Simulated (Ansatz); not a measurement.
# BHF2 + H2O + H2O: a complex and its separated parts, part 2 of 3

Ansatz 0.2.0, Gaussian basis.

### 11 B3LYP-D4/def2-TZVPP

The inputs:

parta/in.yaml

```yaml
crystal:
  periodic: [false, false, false]
  atoms:
    - {symbol: B, position_ang: [-0.843869, -0.315198, -1.107141]}
    - {symbol: H, position_ang: [-2.034326, -0.272386, -1.105375]}
    - {symbol: F, position_ang: [-0.202598, -1.311682, -0.541124]}
    - {symbol: F, position_ang: [-0.134749, 0.632912, -1.675299]}
basis:
  gaussian: {orbitals: def2-TZVPP}
hamiltonian: {xc: {name: B3LYP}, dispersion: d4}
```

partb/in.yaml

```yaml
crystal:
  periodic: [false, false, false]
  atoms:
    - {symbol: H, position_ang: [0.064141, 0.543618, 0.850451]}
    - {symbol: O, position_ang: [-0.816193, 0.663442, 0.487892]}
    - {symbol: H, position_ang: [-1.407383, 0.271316, 1.134043]}
basis:
  gaussian: {orbitals: def2-TZVPP}
hamiltonian: {xc: {name: B3LYP}, dispersion: d4}
```

partc/in.yaml

```yaml
crystal:
  periodic: [false, false, false]
  atoms:
    - {symbol: H, position_ang: [1.475775, -0.741328, 0.391041]}
    - {symbol: O, position_ang: [1.614169, -0.006680, 0.992696]}
    - {symbol: H, position_ang: [2.285037, 0.535988, 0.572817]}
basis:
  gaussian: {orbitals: def2-TZVPP}
hamiltonian: {xc: {name: B3LYP}, dispersion: d4}
```

Each run has its own folder and the same command.

Command:

```bash
$ ansatz run in.yaml --threads 4 --pin off --events-out ev --progress --plain --max-ram 9574MiB
```

parta printed, shortened:

```text
Functional definition: B3LYP
  name "B3LYP"
  cite "Stephens, Devlin, Chabalowski & Frisch, J. Phys. Chem. 98, 11623 (1994) doi:10.1021/j100096a001"
  cite "Becke, Phys. Rev. A 38, 3098 (1988) doi:10.1103/PhysRevA.38.3098"
  cite "Lee, Yang & Parr, Phys. Rev. B 37, 785 (1988) doi:10.1103/PhysRevB.37.785"
  cite "Vosko, Wilk & Nusair, Can. J. Phys. 58, 1200 (1980) doi:10.1139/p80-159"
[...]
540 factors; their error is unknown
[...]
mean field -6132.27666299 eV, -225.3570107584 hartree, gradient 3.4e-5 eV, S^2 0.000000; 0 other end points of the search recorded, 0 dependent functions left out
reference -6132.27685244 eV, -225.3570177208 hartree; 12, 12 occupied and 95, 95 virtual orbitals, 540 factors
Total energy: -6132.32425552 eV, -225.3587597516 hartree
```

partb printed, shortened:

```text
[... 6 set-up lines as earlier in the session ...]
[...]
269 factors; their error is unknown
[...]
mean field -2080.76395908 eV, -76.4666651037 hartree, gradient 1.2e-5 eV, S^2 0.000000; 0 other end points of the search recorded, 0 dependent functions left out
reference -2080.76409744 eV, -76.4666701884 hartree; 5, 5 occupied and 54, 54 virtual orbitals, 269 factors
Total energy: -2080.77252345 eV, -76.4669798387 hartree
```

Log of partc, shortened:

```text
[... 6 set-up lines as earlier in the session ...]
[...]
269 factors; their error is unknown
[...]
mean field -2080.76396536 eV, -76.4666653346 hartree, gradient 1.1e-5 eV, S^2 0.000000; 0 other end points of the search recorded, 0 dependent functions left out
reference -2080.76410373 eV, -76.4666704195 hartree; 5, 5 occupied and 54, 54 virtual orbitals, 269 factors
Total energy: -2080.77253018 eV, -76.4669800857 hartree
```

Wall times: 0.6 s (parta), 0.25 s (partb), 0.25 s (partc) on 4 threads of Arm Neoverse N1, shared host.

### 12 r2SCAN0-D4/def2-TZVPP

Each input of step 11 (parta, partb, partc) changes in the same lines:

```diff
-hamiltonian: {xc: {name: B3LYP}, dispersion: d4}
+hamiltonian: {xc: {name: r2SCAN0}, dispersion: d4}
```

Each run has its own folder and the same command.

Command:

```bash
$ ansatz run in.yaml --threads 4 --pin off --events-out ev --progress --plain --max-ram 9574MiB
```

parta printed, shortened:

```text
Functional definition: r2SCAN0
  name "r2SCAN0"
  cite "Bursch, Neugebauer, Ehlert & Grimme, J. Chem. Phys. 156, 134105 (2022) doi:10.1063/5.0086040"
[... 3 set-up lines as earlier in the session ...]
[...]
540 factors; their error is unknown
[...]
mean field -6128.61336551 eV, -225.2223870592 hartree, gradient 8.0e-5 eV, S^2 0.000000; 0 other end points of the search recorded, 0 dependent functions left out
reference -6128.61337261 eV, -225.2223873201 hartree; 12, 12 occupied and 95, 95 virtual orbitals, 540 factors
Total energy: -6128.62102901 eV, -225.2226686877 hartree
```

Log of partb, shortened:

```text
[... 6 set-up lines as earlier in the session ...]
[...]
269 factors; their error is unknown
[...]
mean field -2079.27470706 eV, -76.4119361016 hartree, gradient 2.0e-5 eV, S^2 0.000000; 0 other end points of the search recorded, 0 dependent functions left out
reference -2079.27471116 eV, -76.4119362523 hartree; 5, 5 occupied and 54, 54 virtual orbitals, 269 factors
Total energy: -2079.27611531 eV, -76.4119878536 hartree
```

partc printed, shortened:

```text
[... 6 set-up lines as earlier in the session ...]
[...]
269 factors; their error is unknown
[...]
mean field -2079.27469498 eV, -76.4119356576 hartree, gradient 1.9e-5 eV, S^2 0.000000; 0 other end points of the search recorded, 0 dependent functions left out
reference -2079.27469908 eV, -76.4119358083 hartree; 5, 5 occupied and 54, 54 virtual orbitals, 269 factors
Total energy: -2079.27610330 eV, -76.4119874123 hartree
```

Times: 1.3 s (parta), 0.7 s (partb), 0.7 s (partc) on 4 threads of Arm Neoverse N1, shared host.

### 13 BHLYP-D4/def2-TZVPP

Each input of step 12 (parta, partb, partc) changes in the same lines:

```diff
-hamiltonian: {xc: {name: r2SCAN0}, dispersion: d4}
+hamiltonian: {xc: {name: BHLYP}, dispersion: d4}
```

The same command starts each run, in its folder.

Command:

```bash
$ ansatz run in.yaml --threads 4 --pin off --events-out ev --progress --plain --max-ram 9574MiB
```

Output in parta, shortened:

```text
Functional definition: BHLYP
  name "BHLYP"
  cite "Becke, J. Chem. Phys. 98, 1372 (1993) doi:10.1063/1.464304"
[... 2 set-up lines as earlier in the session ...]
[...]
618 factors; their error is unknown
[...]
mean field -6129.90765792 eV, -225.2699514279 hartree, gradient 4.7e-5 eV, S^2 0.000000; 0 other end points of the search recorded, 0 dependent functions left out
reference -6129.90778046 eV, -225.2699559311 hartree; 12, 12 occupied and 95, 95 virtual orbitals, 618 factors
Total energy: -6129.93910118 eV, -225.2711069465 hartree
```

Log of partb, shortened:

```text
[... 5 set-up lines as earlier in the session ...]
[...]
295 factors; their error is unknown
[...]
mean field -2079.57891128 eV, -76.4231154004 hartree, gradient 2.0e-5 eV, S^2 0.000000; 0 other end points of the search recorded, 0 dependent functions left out
reference -2079.57900207 eV, -76.4231187369 hartree; 5, 5 occupied and 54, 54 virtual orbitals, 295 factors
Total energy: -2079.58395386 eV, -76.4233007117 hartree
```

partc printed, shortened:

```text
[... 5 set-up lines as earlier in the session ...]
[...]
295 factors; their error is unknown
[...]
mean field -2079.57887075 eV, -76.4231139107 hartree, gradient 2.0e-5 eV, S^2 0.000000; 0 other end points of the search recorded, 0 dependent functions left out
reference -2079.57896155 eV, -76.4231172475 hartree; 5, 5 occupied and 54, 54 virtual orbitals, 295 factors
Total energy: -2079.58391358 eV, -76.4232992316 hartree
```

They took 0.65 s (parta), 0.25 s (partb), 0.25 s (partc) on 4 threads of Arm Neoverse N1, shared host.

### 14 CAM-B3LYP-D4/def2-TZVPP

The same edit goes into each in.yaml of step 13 (parta, partb, partc):

```diff
-hamiltonian: {xc: {name: BHLYP}, dispersion: d4}
+hamiltonian: {xc: {name: CAM-B3LYP}, dispersion: d4}
```

Each run has its own folder and the same command.

Command:

```bash
$ ansatz run in.yaml --threads 4 --pin off --events-out ev --progress --plain --max-ram 9574MiB
```

Log of parta, shortened:

```text
Functional definition: CAM-B3LYP
  name "CAM-B3LYP"
  cite "Yanai, Tew & Handy, Chem. Phys. Lett. 393, 51 (2004) doi:10.1016/j.cplett.2004.06.011"
  cite "Iikura, Tsuneda, Yanai & Hirao, J. Chem. Phys. 115, 3540 (2001) doi:10.1063/1.1383587"
[... 2 set-up lines as earlier in the session ...]
[...]
  # Exact exchange under (alpha + beta erf(omega r))/r, Becke's under what is left of 1/r.
[...]
540 factors; their error is unknown
126 factors; integrals over basis functions are off by at most 1.5e-5 eV
[...]
mean field -6130.52160680 eV, -225.2925136331 hartree, gradient 8.5e-5 eV, S^2 0.000000; 0 other end points of the search recorded, 0 dependent functions left out
reference -6130.52169927 eV, -225.2925170314 hartree; 12, 12 occupied and 95, 95 virtual orbitals, 540 factors
Total energy: -6130.54503701 eV, -225.2933746773 hartree
```

Log of partb, shortened:

```text
[... 6 set-up lines as earlier in the session ...]
[...]
  # Exact exchange under (alpha + beta erf(omega r))/r, Becke's under what is left of 1/r.
[...]
269 factors; their error is unknown
72 factors; integrals over basis functions are off by at most 2.1e-5 eV
[...]
mean field -2079.99968626 eV, -76.4385785958 hartree, gradient 1.1e-5 eV, S^2 0.000000; 0 other end points of the search recorded, 0 dependent functions left out
reference -2079.99975369 eV, -76.4385810738 hartree; 5, 5 occupied and 54, 54 virtual orbitals, 269 factors
Total energy: -2080.00381963 eV, -76.4387304943 hartree
```

Output in partc, shortened:

```text
[... 6 set-up lines as earlier in the session ...]
[...]
  # Exact exchange under (alpha + beta erf(omega r))/r, Becke's under what is left of 1/r.
[...]
269 factors; their error is unknown
72 factors; integrals over basis functions are off by at most 1.6e-5 eV
[...]
mean field -2079.99967842 eV, -76.4385783075 hartree, gradient 1.1e-5 eV, S^2 0.000000; 0 other end points of the search recorded, 0 dependent functions left out
reference -2079.99974585 eV, -76.4385807856 hartree; 5, 5 occupied and 54, 54 virtual orbitals, 269 factors
Total energy: -2080.00381200 eV, -76.4387302137 hartree
```

Times: 0.75 s (parta), 0.3 s (partb), 0.3 s (partc) on 4 threads of Arm Neoverse N1, shared host.

### 15 wB97X-V/def2-TZVPP

The same edit goes into each in.yaml of step 14 (parta, partb, partc):

```diff
-hamiltonian: {xc: {name: CAM-B3LYP}, dispersion: d4}
+hamiltonian: {xc: {name: wB97X-V}}
```

Each run has its own folder and the same command.

Command:

```bash
$ ansatz run in.yaml --threads 4 --pin off --events-out ev --progress --plain --max-ram 9574MiB
```

parta printed, shortened:

```text
Functional definition: wB97X-V
  name "wB97X-V"
  cite "Mardirossian & Head-Gordon, Phys. Chem. Chem. Phys. 16, 9904 (2014) doi:10.1039/C3CP54374A"
[... 2 set-up lines as earlier in the session ...]
[...]
      + integral(e_c_pw_opposite_spin*poly(b97_u_opposite, cos0, cos1)) + vv10(b, c)
540 factors; their error is unknown
121 factors; integrals over basis functions are off by at most 1.3e-5 eV
[...]
mean field -6130.02316035 eV, -225.2741960639 hartree, gradient 3.8e-5 eV, S^2 0.000000; 0 other end points of the search recorded, 0 dependent functions left out
reference -6130.02315881 eV, -225.2741960073 hartree; 12, 12 occupied and 95, 95 virtual orbitals, 540 factors
Total energy: -6130.02315881 eV, -225.2741960073 hartree
```

Output in partb, shortened:

```text
[... 5 set-up lines as earlier in the session ...]
[...]
      + integral(e_c_pw_opposite_spin*poly(b97_u_opposite, cos0, cos1)) + vv10(b, c)
269 factors; their error is unknown
69 factors; integrals over basis functions are off by at most 2.2e-5 eV
[...]
mean field -2079.88767133 eV, -76.4344621230 hartree, gradient 2.3e-5 eV, S^2 0.000000; 0 other end points of the search recorded, 0 dependent functions left out
reference -2079.88767044 eV, -76.4344620900 hartree; 5, 5 occupied and 54, 54 virtual orbitals, 269 factors
Total energy: -2079.88767044 eV, -76.4344620900 hartree
```

partc printed, shortened:

```text
[... 5 set-up lines as earlier in the session ...]
[...]
      + integral(e_c_pw_opposite_spin*poly(b97_u_opposite, cos0, cos1)) + vv10(b, c)
269 factors; their error is unknown
69 factors; integrals over basis functions are off by at most 2.2e-5 eV
[...]
mean field -2079.88767614 eV, -76.4344622995 hartree, gradient 2.2e-5 eV, S^2 0.000000; 0 other end points of the search recorded, 0 dependent functions left out
reference -2079.88767524 eV, -76.4344622666 hartree; 5, 5 occupied and 54, 54 virtual orbitals, 269 factors
Total energy: -2079.88767524 eV, -76.4344622666 hartree
```

Times: 1.9 s (parta), 0.55 s (partb), 0.55 s (partc) on 4 threads of Arm Neoverse N1, shared host.

### 16 wB97M-V/def2-TZVPP

Each input of step 15 (parta, partb, partc) changes in the same lines:

```diff
-hamiltonian: {xc: {name: wB97X-V}}
+hamiltonian: {xc: {name: wB97M-V}}
```

Each run has its own folder and the same command.

Command:

```bash
$ ansatz run in.yaml --threads 4 --pin off --events-out ev --progress --plain --max-ram 9574MiB
```

Log of parta, shortened:

```text
Functional definition: wB97M-V
  name "wB97M-V"
  cite "Mardirossian & Head-Gordon, J. Chem. Phys. 144, 214110 (2016) doi:10.1063/1.4952647"
[... 2 set-up lines as earlier in the session ...]
  # Of w^i u^j: cxij and so on, Table III.
[...]
  gx(w, u) = 1 - cx + cx01*u + cx10*w
[...]
      + integral(e_c_pw_mod_opposite_spin*gos(b97_w_opposite, b97_u_opposite)) + vv10(b, c)
540 factors; their error is unknown
121 factors; integrals over basis functions are off by at most 1.3e-5 eV
[...]
mean field -6130.44729757 eV, -225.2897828194 hartree, gradient 4.1e-5 eV, S^2 0.000000; 0 other end points of the search recorded, 0 dependent functions left out
reference -6130.44733603 eV, -225.2897842327 hartree; 12, 12 occupied and 95, 95 virtual orbitals, 540 factors
Total energy: -6130.44733603 eV, -225.2897842327 hartree
```

partb printed, shortened:

```text
[... 5 set-up lines as earlier in the session ...]
  # Of w^i u^j: cxij and so on, Table III.
[...]
  gx(w, u) = 1 - cx + cx01*u + cx10*w
[...]
      + integral(e_c_pw_mod_opposite_spin*gos(b97_w_opposite, b97_u_opposite)) + vv10(b, c)
269 factors; their error is unknown
69 factors; integrals over basis functions are off by at most 2.2e-5 eV
[...]
mean field -2079.85938117 eV, -76.4334224786 hartree, gradient 2.8e-5 eV, S^2 0.000000; 0 other end points of the search recorded, 0 dependent functions left out
reference -2079.85940318 eV, -76.4334232874 hartree; 5, 5 occupied and 54, 54 virtual orbitals, 269 factors
Total energy: -2079.85940318 eV, -76.4334232874 hartree
```

Output in partc, shortened:

```text
[... 5 set-up lines as earlier in the session ...]
  # Of w^i u^j: cxij and so on, Table III.
[...]
  gx(w, u) = 1 - cx + cx01*u + cx10*w
[...]
      + integral(e_c_pw_mod_opposite_spin*gos(b97_w_opposite, b97_u_opposite)) + vv10(b, c)
269 factors; their error is unknown
69 factors; integrals over basis functions are off by at most 2.2e-5 eV
[...]
mean field -2079.85938834 eV, -76.4334227421 hartree, gradient 2.9e-5 eV, S^2 0.000000; 0 other end points of the search recorded, 0 dependent functions left out
reference -2079.85941035 eV, -76.4334235510 hartree; 5, 5 occupied and 54, 54 virtual orbitals, 269 factors
Total energy: -2079.85941035 eV, -76.4334235510 hartree
```

They took 2 s (parta), 0.6 s (partb), 0.6 s (partc) on 4 threads of Arm Neoverse N1, shared host.

### 17 B2PLYP/def2-TZVPP

Each input of step 16 (parta, partb, partc) changes in the same lines:

```diff
-hamiltonian: {xc: {name: wB97M-V}}
+hamiltonian: {xc: {name: B2PLYP}}
```

The same command starts each run, in its folder.

Command:

```bash
$ ansatz run in.yaml --threads 4 --pin off --events-out ev --progress --plain --max-ram 9574MiB
```

Log of parta, shortened:

```text
Functional definition: B2PLYP
  name "B2PLYP"
  cite "Grimme, J. Chem. Phys. 124, 034108 (2006) doi:10.1063/1.2148954"
[... 2 set-up lines as earlier in the session ...]
[...]
690 factors; integrals over basis functions are off by at most 8.4e-4 eV
[...]
mean field -6123.46017098 eV, -225.0330106530 hartree, gradient 2.7e-6 eV, S^2 0.000000; 0 other end points of the search recorded, 0 dependent functions left out
3 core orbitals not correlated: weight in the atoms' cores, before any rotation towards them, 1.000 or more for the frozen orbitals, at most 0.000 for the correlated occupied ones
reference -6123.46028566 eV, -225.0330148677 hartree; 9, 9 occupied and 95, 95 virtual orbitals, 690 factors
second order -19.17563034 eV of doubles, -0.00000000 eV of singles
Total energy: -6128.63770585 eV, -225.2232815503 hartree
```

Log of partb, shortened:

```text
[... 5 set-up lines as earlier in the session ...]
[...]
361 factors; integrals over basis functions are off by at most 7.6e-4 eV
[...]
mean field -2077.03828334 eV, -76.3297490455 hartree, gradient 1.0e-6 eV, S^2 0.000000; 0 other end points of the search recorded, 0 dependent functions left out
1 core orbitals not correlated: weight in the atoms' cores, before any rotation towards them, 1.000 or more for the frozen orbitals, at most 0.000 for the correlated occupied ones
reference -2077.03836836 eV, -76.3297521701 hartree; 4, 4 occupied and 54, 54 virtual orbitals, 361 factors
second order -8.41870540 eV of doubles, -0.00000000 eV of singles
Total energy: -2079.31141882 eV, -76.4132852336 hartree
```

partc printed, shortened:

```text
[... 5 set-up lines as earlier in the session ...]
[...]
361 factors; integrals over basis functions are off by at most 7.6e-4 eV
[...]
mean field -2077.03824643 eV, -76.3297476891 hartree, gradient 8.4e-7 eV, S^2 0.000000; 0 other end points of the search recorded, 0 dependent functions left out
1 core orbitals not correlated: weight in the atoms' cores, before any rotation towards them, 1.000 or more for the frozen orbitals, at most 0.000 for the correlated occupied ones
reference -2077.03833146 eV, -76.3297508140 hartree; 4, 4 occupied and 54, 54 virtual orbitals, 361 factors
second order -8.41888236 eV of doubles, -0.00000000 eV of singles
Total energy: -2079.31142970 eV, -76.4132856334 hartree
```

Times: 0.95 s (parta), 0.35 s (partb), 0.35 s (partc) on 4 threads of Arm Neoverse N1, shared host.

### 18 PBE-QIDH/def2-TZVPP

Each input of step 17 (parta, partb, partc) changes in the same lines:

```diff
-hamiltonian: {xc: {name: B2PLYP}}
+hamiltonian: {xc: {name: PBE-QIDH}}
```

The same command starts each run, in its folder.

Command:

```bash
$ ansatz run in.yaml --threads 4 --pin off --events-out ev --progress --plain --max-ram 9574MiB
```

parta printed, shortened:

```text
Functional definition: PBE-QIDH
  name "PBE-QIDH"
  cite "Brémond, Sancho-García, Pérez-Jiménez & Adamo, J. Chem. Phys. 141, 031101 (2014) doi:10.1063/1.4890314"
[... 1 set-up line as earlier in the session ...]
[...]
690 factors; integrals over basis functions are off by at most 8.4e-4 eV
[...]
mean field -6119.22295318 eV, -224.8772957711 hartree, gradient 3.9e-6 eV, S^2 0.000000; 0 other end points of the search recorded, 0 dependent functions left out
3 core orbitals not correlated: weight in the atoms' cores, before any rotation towards them, 1.000 or more for the frozen orbitals, at most 0.000 for the correlated occupied ones
reference -6119.22296143 eV, -224.8772960744 hartree; 9, 9 occupied and 95, 95 virtual orbitals, 690 factors
second order -17.94296300 eV of doubles, -0.00000000 eV of singles
Total energy: -6125.20394910 eV, -225.0970933170 hartree
```

partb printed, shortened:

```text
[... 4 set-up lines as earlier in the session ...]
[...]
361 factors; integrals over basis functions are off by at most 7.6e-4 eV
[...]
mean field -2075.58435904 eV, -76.2763183132 hartree, gradient 2.2e-6 eV, S^2 0.000000; 0 other end points of the search recorded, 0 dependent functions left out
1 core orbitals not correlated: weight in the atoms' cores, before any rotation towards them, 1.000 or more for the frozen orbitals, at most 0.000 for the correlated occupied ones
reference -2075.58436453 eV, -76.2763185150 hartree; 4, 4 occupied and 54, 54 virtual orbitals, 361 factors
second order -7.85897531 eV of doubles, -0.00000000 eV of singles
Total energy: -2078.20402297 eV, -76.3725891868 hartree
```

Output in partc, shortened:

```text
[... 4 set-up lines as earlier in the session ...]
[...]
361 factors; integrals over basis functions are off by at most 7.6e-4 eV
[...]
mean field -2075.58430118 eV, -76.2763161868 hartree, gradient 2.2e-6 eV, S^2 0.000000; 0 other end points of the search recorded, 0 dependent functions left out
1 core orbitals not correlated: weight in the atoms' cores, before any rotation towards them, 1.000 or more for the frozen orbitals, at most 0.000 for the correlated occupied ones
reference -2075.58430667 eV, -76.2763163886 hartree; 4, 4 occupied and 54, 54 virtual orbitals, 361 factors
second order -7.85912482 eV of doubles, -0.00000000 eV of singles
Total energy: -2078.20401495 eV, -76.3725888920 hartree
```

Wall times: 0.95 s (parta), 0.35 s (partb), 0.35 s (partc) on 4 threads of Arm Neoverse N1, shared host.

### 19 RPA on PBE/def2-TZVPP

The same edit goes into each in.yaml of step 18 (parta, partb, partc):

```diff
-hamiltonian: {xc: {name: PBE-QIDH}}
+hamiltonian: {xc: pbe}
+correlation: {method: rpa}
```

The same command starts each run, in its folder.

Command:

```bash
$ ansatz run in.yaml --threads 4 --pin off --events-out ev --progress --plain --max-ram 9574MiB
```

Output in parta, shortened:

```text
[... 4 set-up lines as earlier in the session ...]
[...]
690 factors; integrals over basis functions are off by at most 8.4e-4 eV
[...]
mean field -6125.67701962 eV, -225.1144783380 hartree, gradient 4.0e-6 eV, S^2 0.000000; 0 other end points of the search recorded, 0 dependent functions left out
3 core orbitals not correlated: weight in the atoms' cores, before any rotation towards them, 1.000 or more for the frozen orbitals, at most 0.000 for the correlated occupied ones
reference -6104.35262920 eV, -224.3308214444 hartree; 9, 9 occupied and 95, 95 virtual orbitals, 690 factors
Total energy: -6129.10316890 eV, -225.2403870018 hartree
```

Log of partb, shortened:

```text
[... 4 set-up lines as earlier in the session ...]
[...]
361 factors; integrals over basis functions are off by at most 7.6e-4 eV
[...]
mean field -2078.40754856 eV, -76.3800686143 hartree, gradient 2.7e-6 eV, S^2 0.000000; 0 other end points of the search recorded, 0 dependent functions left out
1 core orbitals not correlated: weight in the atoms' cores, before any rotation towards them, 1.000 or more for the frozen orbitals, at most 0.000 for the correlated occupied ones
reference -2069.53697533 eV, -76.0540810610 hartree; 4, 4 occupied and 54, 54 virtual orbitals, 361 factors
Total energy: -2080.48259526 eV, -76.4563251740 hartree
```

partc printed, shortened:

```text
[... 4 set-up lines as earlier in the session ...]
[...]
361 factors; integrals over basis functions are off by at most 7.6e-4 eV
[...]
mean field -2078.40759603 eV, -76.3800703590 hartree, gradient 2.1e-6 eV, S^2 0.000000; 0 other end points of the search recorded, 0 dependent functions left out
1 core orbitals not correlated: weight in the atoms' cores, before any rotation towards them, 1.000 or more for the frozen orbitals, at most 0.000 for the correlated occupied ones
reference -2069.53687328 eV, -76.0540773107 hartree; 4, 4 occupied and 54, 54 virtual orbitals, 361 factors
Total energy: -2080.48265642 eV, -76.4563274218 hartree
```

Wall times: 1 s (parta), 0.35 s (partb), 0.35 s (partc) on 4 threads of Arm Neoverse N1, shared host.

(Continued in part 3 of 3.)
